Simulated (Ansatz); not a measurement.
# Cu: the cost of one run

Method: DFT PBEsol, scalar-relativistic, plane waves, PAW, in Ansatz 0.2.0.

2 further runs of the same task are left out: 2 set aside as unsound or not needed.

## (1) The structure to begin with

It takes space group P6_3/mmc (No. 194, hexagonal). The conventional cell has a = 2.521 Å, b = 2.521 Å, c = 4.117 Å, α = 90.00°, β = 90.00°, γ = 120.00°. Cu (site symmetry -6m2) has 12 Cu at 2.52 Å as nearest neighbours.

As a file:

```xyz
2
Lattice="2.5206 0.0000 0.0000 -1.2603 2.1829 0.0000 0.0000 0.0000 4.1165" Properties=species:S:1:pos:R:3 pbc="T T T"
Cu    0.0000    1.4553    1.0291
Cu    1.2603    0.7276    3.0874
```

It goes back to an entry of the Materials Project, which need not be the stable form.

This cell was relaxed beforehand with the same method: volume 11.32 Å³/atom, gap on the mesh none (metal).

## (2) Bulk reference on the slab's mesh

The input, input.yaml:

```yaml
crystal:
  lattice:
    - [2.5205910253, 0.0, 0.0]
    - [-1.2602955127, 2.1828958605, 0.0]
    - [0.0, 0.0, 4.1165232668]
  atoms:
    - { symbol: Cu, position: [0.3333333333, 0.6666666667, 0.25] }
    - { symbol: Cu, position: [0.6666666667, 0.3333333333, 0.75] }
basis:
  ecutwfc: 420
kpoints:
  mp_grid: { grid: [15, 15, 9] }
hamiltonian:
  xc: pbesol
scf:
  occupations: { method: gaussian, width: 0.1 }
output:
  forces: true
  stress: true
  eigenvalues: true
  write_density: true
  write_potential: true
  elf: true
  volumetric_format: npy
```

Launch:

```bash
$ ansatz run input.yaml --threads 1 --pin off --max-ram 3072MiB --backend cpu --events-out ev --progress --plain --runs-dir out
```

Q: Estimate wall time and peak memory on 1 thread of an Arm CPU, shared host.

About 4.4 s, with a peak of 0.33 GiB.
